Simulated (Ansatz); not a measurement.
# CH₄BFN₂: basis-set convergence

Aim: see how fast density functionals converge with the basis set for CH₄BFN₂.

Method: one geometry, several basis sets; program: Ansatz 0.2.0, Gaussian basis.

The runs, in order: PBE0-D4/def2-SVP; ωB97M-V/def2-SVP; PBE0-D4/def2-QZVPP; ωB97M-V/def2-QZVPP; the functionals' def2-TZVPP values are taken from earlier runs.

### 1 The relaxed structure

An earlier PBE0-D4 in a triple-zeta def2 set relaxation fixed the geometry.

SMILES `NC1(F)BN1`, 9 atoms, charge 0, spin multiplicity 1.

Atoms are counted from 1 here; the program's logs count them from 0.

Bond lengths: N1–C2 1.406 Å, N1–H6 1.015 Å, N1–H7 1.011 Å, C2–F3 1.404 Å, C2–B4 1.547 Å, C2–N5 1.419 Å, B4–N5 1.354 Å, B4–H8 1.182 Å, N5–H9 1.006 Å. Angles: C2–N1–H6 111.4°, C2–N1–H7 110.7°, H6–N1–H7 108.1°, N1–C2–F3 111.5°, N1–C2–B4 127.4°, N1–C2–N5 119.9°, F3–C2–B4 118.3°, F3–C2–N5 112.0°, B4–C2–N5 54.1°, C2–B4–N5 58.1°, C2–B4–H8 157.1°, N5–B4–H8 144.7°, C2–N5–B4 67.8°, C2–N5–H9 136.1°, B4–N5–H9 156.1°.

### 2 PBE0-D4 in def2-SVP

Contents of in.yaml:

```yaml
crystal:
  periodic: [false, false, false]
  atoms:
    - {symbol: N, position_ang: [-0.576130, 0.299234, 1.221242]}
    - {symbol: C, position_ang: [0.281224, 0.087261, 0.127668]}
    - {symbol: F, position_ang: [1.458049, 0.843929, 0.243215]}
    - {symbol: B, position_ang: [0.267718, -1.102899, -0.859964]}
    - {symbol: N, position_ang: [-0.237835, 0.108357, -1.192813]}
    - {symbol: H, position_ang: [-0.678552, 1.287775, 1.425663]}
    - {symbol: H, position_ang: [-0.218720, -0.157938, 2.049039]}
    - {symbol: H, position_ang: [0.477926, -2.199896, -1.245780]}
    - {symbol: H, position_ang: [-0.685179, 0.787875, -1.785371]}
basis:
  gaussian: {orbitals: def2-SVP}
hamiltonian: {xc: pbe0, dispersion: d4}
output: {orbitals: {seedname: orbitals}}
```

Launch:

```bash
$ ansatz run in.yaml --threads 2 --pin off --events-out ev --progress --plain --max-ram 4352MiB
```

After this run come: ωB97M-V in def2-SVP; PBE0-D4 in def2-QZVPP; ωB97M-V in def2-QZVPP.

**Question.** What will the summary of the whole plan be? Wanted: PBE0-D4: double and triple zeta above quadruple; ωB97M-V: double and triple zeta above quadruple.

The runs gave:

| quantity | value |
| --- | --- |
| PBE0-D4: double and triple zeta above quadruple | 9.05, 0.42 eV |
| ωB97M-V: double and triple zeta above quadruple | 9.28, 0.39 eV |

What this shows: PBE0-D4 gains 8.64 eV from double to triple zeta, then 0.42 eV more. Total energies overstate the basis error of differences, where much of it tends to cancel. The LUMO of ωB97M-V is positive and keeps falling with the basis (2.34 to 1.52 eV): an unbound level that the basis holds in place.
